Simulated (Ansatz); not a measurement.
**Ga2HCl (triplet): wave-function methods side by side, cc-pVDZ**

An exercise on one series of results from a longer session: the logs are not shown, and one member is left open.

The runs use Ansatz 0.2.0, Gaussian basis; cc-pVDZ, core rule «outside noble gas», up to 33 orbitals frozen.

Plan: UHF; CCSD(T) on ROHF; CCSD(T) on UHF; BCCD(T) on ROHF; CISD; CCSDT(Q) on ROHF; CCSDT(Q) on UHF; CASSCF and NEVPT2, 10 electrons in 10 orbitals.

26 further runs of the same task are left out: 8 that didn't finish, 18 set aside as unsound or not needed.

## The geometry

The geometry is a PBE0/def2-TZVP stationary point (not a proven minimum). No spin-orbit coupling is included. The filled d shell of Ga may be among the frozen orbitals whatever the setting's name suggests; the logs give the count.

4 atoms, charge 0, spin multiplicity 3.

Atoms are counted from 1 here; the program's logs count them from 0.

Bond lengths: Cl1–Ga2 2.162 Å, Ga2–Ga3 2.481 Å, Ga2–H4 1.564 Å. Angles: Cl1–Ga2–Ga3 111.4°, Cl1–Ga2–H4 121.9°, Ga3–Ga2–H4 126.7°.

The first run:

in.yaml

```yaml
crystal:
  periodic: [false, false, false]
  atoms:
    - {symbol: Cl, position_ang: [0.000000, -0.840515, 2.118041]}
    - {symbol: Ga, position_ang: [0.000000, 0.691492, 0.592878]}
    - {symbol: Ga, position_ang: [0.000000, -0.296113, -1.683627]}
    - {symbol: H, position_ang: [0.000000, 2.214155, 0.951803]}
basis:
  gaussian: {orbitals: cc-pVDZ}
magnetization: {spin_polarized: true, initial_magnetization: 2}
hamiltonian: {xc: hf}
output: {orbitals: {seedname: orbitals}}
```

Run with:

```
> ansatz run in.yaml --threads 1 --pin off --events-out ev --progress --plain --max-ram 2393MiB
```

Among the steps run: UHF; CCSD(T) on ROHF; CCSD(T) on UHF; BCCD(T) on ROHF; CISD; CCSDT(Q) on ROHF; CCSDT(Q) on UHF; CASSCF and NEVPT2, 10 electrons in 10 orbitals.

One of the session's tables, all rows but one given; the rest of the session is left out.

It belongs to the step «Misses and costs». 

```
   method  from UCCSDT(Q) (meV)
     ROHF               +7303.7
      UHF               +7187.9
     RMP2               +1183.8
     UMP2               +1175.5
    RCCSD                +245.4
    UCCSD                +230.1
 RCCSD(T)                 +59.8
 UCCSD(T)                 +49.7
  BCCD(T)                     ?
   RCCSDT                 +25.8
   UCCSDT                 +15.3
RCCSDT(Q)                 +11.0
UCCSDT(Q)                     0
```

Estimate the missing values for BCCD(T).

The run gave: from UCCSDT(Q) (meV): +57.7. In the column «from UCCSDT(Q) (meV)» it lies between UCCSD(T) (+49.7) and RCCSD(T) (+59.8).

Not comparable, so not listed: CISD (they don't share determinant, frozen orbitals or solution with the rows shown, or repeat one).

To keep in mind: Left out of the table: CASSCF frontier, NEVPT2 frontier (the active space lost an orbital or holds another state than full CI finds). Restricted and unrestricted rows rest on different reference determinants; where their highest levels disagree by more than a few hundredths of an eV, they describe different states and don't form one ladder. Warnings in the runs' records: passed over end.
